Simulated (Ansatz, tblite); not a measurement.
**The cluster Ge₅O₅: one state, many levels**

An exercise on one series of results from a longer session: the logs are not shown, and one member is left open.

Method: as each input shows; program: Ansatz 0.2.0, Gaussian basis.

Levels to be run: GFN1-xTB, GFN2-xTB, PBE-D4/def2-TZVP, r2SCAN-D4/def2-TZVP, revPBE-D4/def2-TZVP, HF/def2-TZVP, PBE-D4/def2-SVP, PBE0-D4/def2-SVP, HF/STO-3G, HF/6-31G, B3LYP-D4/6-31G, MP2/def2-SVP.

5 further runs of the same task are left out: 3 that didn't finish, 2 set aside as unsound or not needed.

## The structure

The geometry is that of the singlet, from an earlier relaxation (r2SCAN-D4/def2-SVP). At that level it is the lowest of the isomers that a small search found.

10 atoms, charge 0, spin multiplicity 1.

Bond lengths: Ge1–O6 2.174 Å, Ge1–O7 1.863 Å, Ge1–O10 1.874 Å, Ge2–O8 1.905 Å, Ge2–O9 1.798 Å, Ge3–O6 1.811 Å, Ge3–O9 1.812 Å, Ge4–O6 1.954 Å, Ge4–O7 1.775 Å, Ge4–O8 2.086 Å, Ge5–O8 1.882 Å, Ge5–O10 1.752 Å. Angles: O6–Ge1–O7 78.4°, O6–Ge1–O10 89.9°, O7–Ge1–O10 95.7°, O8–Ge2–O9 94.8°, O6–Ge3–O9 97.7°, O6–Ge4–O7 86.6°, O6–Ge4–O8 89.1°, O7–Ge4–O8 96.3°, O8–Ge5–O10 98.7°, Ge1–O6–Ge3 130.3°, Ge1–O6–Ge4 88.6°, Ge3–O6–Ge4 125.3°, Ge1–O7–Ge4 105.0°, Ge2–O8–Ge4 88.4°, Ge2–O8–Ge5 144.3°, Ge4–O8–Ge5 122.6°, Ge2–O9–Ge3 136.6°, Ge1–O10–Ge5 133.7°.

Coordinates:

```xyz
10

Ge    1.5742    1.7526   -0.1600
Ge   -1.7847   -1.8531   -0.2527
Ge   -1.5290    0.9749    1.5340
Ge   -0.4481    0.2233   -1.5406
Ge    1.7006   -1.4927    0.5960
O    -0.5507    1.3462    0.0557
O     1.2024    0.8437   -1.7435
O     0.0629   -1.3950   -0.3271
O    -2.1945   -0.6212    0.9914
O     1.9669    0.2212    0.8469
```

PBE0-D4/def2-TZVP was run before; its log isn't repeated, and its numbers join the tables.

Set-up of the first run:

Tight binding, by tblite at 300 K electronic temperature and without a spin-polarisation term:

```python
tblite.interface.Calculator('GFN1-xTB', numbers, positions, charge=0, uhf=0).singlepoint()
```

Tight binding, by tblite at 300 K electronic temperature and without a spin-polarisation term:

```python
tblite.interface.Calculator('GFN2-xTB', numbers, positions, charge=0, uhf=0).singlepoint()
```

start.molden holds the orbitals of an earlier run on this state, given as this run's starting guess.

in.yaml reads:

```yaml
crystal:
  periodic: [false, false, false]
  atoms:
    - {symbol: Ge, position_ang: [1.574164, 1.752612, -0.159995]}
    - {symbol: Ge, position_ang: [-1.784688, -1.853067, -0.252668]}
    - {symbol: Ge, position_ang: [-1.528986, 0.974927, 1.533978]}
    - {symbol: Ge, position_ang: [-0.448091, 0.223284, -1.540616]}
    - {symbol: Ge, position_ang: [1.700623, -1.492652, 0.595989]}
    - {symbol: O, position_ang: [-0.550730, 1.346181, 0.055675]}
    - {symbol: O, position_ang: [1.202353, 0.843735, -1.743504]}
    - {symbol: O, position_ang: [0.062933, -1.394985, -0.327135]}
    - {symbol: O, position_ang: [-2.194460, -0.621228, 0.991404]}
    - {symbol: O, position_ang: [1.966883, 0.221203, 0.846891]}
basis:
  gaussian: {orbitals: def2-TZVP, initial_orbitals: start.molden}
hamiltonian: {xc: pbe, dispersion: d4}
scf: {omitted_lower_state_checks: [starts]}
output: {forces: true, orbitals: {seedname: orbitals}}
```

Run with:

```
ansatz run in.yaml --threads 4 --pin off --events-out ev --progress --plain --max-ram 6963MiB
```

Steps of the session up to this table: PBE-D4/def2-TZVP; r2SCAN-D4/def2-TZVP; revPBE-D4/def2-TZVP; HF/def2-TZVP; PBE-D4/def2-SVP; PBE0-D4/def2-SVP; HF/STO-3G; HF/6-31G; B3LYP-D4/6-31G; MP2/def2-SVP.

One of the session's tables, all rows but one given; the rest of the session is left out.

It belongs to the step «Binding energy». 

| level | binding an atom (eV) |
| --- | --- |
| HF/STO-3G | 2.672 |
| HF/6-31G | 2.257 |
| HF/def2-SVP | 2.433 |
| HF/def2-TZVP | ? |
| PBE-D4/def2-SVP | 4.494 |
| PBE-D4/def2-TZVP | 4.467 |
| revPBE-D4/def2-TZVP | 4.282 |
| r2SCAN-D4/def2-TZVP | 4.307 |
| B3LYP-D4/6-31G | 4.136 |
| PBE0-D4/def2-SVP | 4.201 |
| PBE0-D4/def2-TZVP | 4.201 |
| MP2/def2-SVP | 4.080 |

Q: Estimate the row for HF/def2-TZVP from the others.

**Answer.** binding an atom (eV): 2.457. In the column «binding an atom (eV)» it lies between HF/def2-SVP (2.433) and HF/STO-3G (2.672).

Limits of these values: Free atoms were run apart at each level; binding is atoms less cluster, divided by the number of atoms, without zero-point or spin-orbit terms.
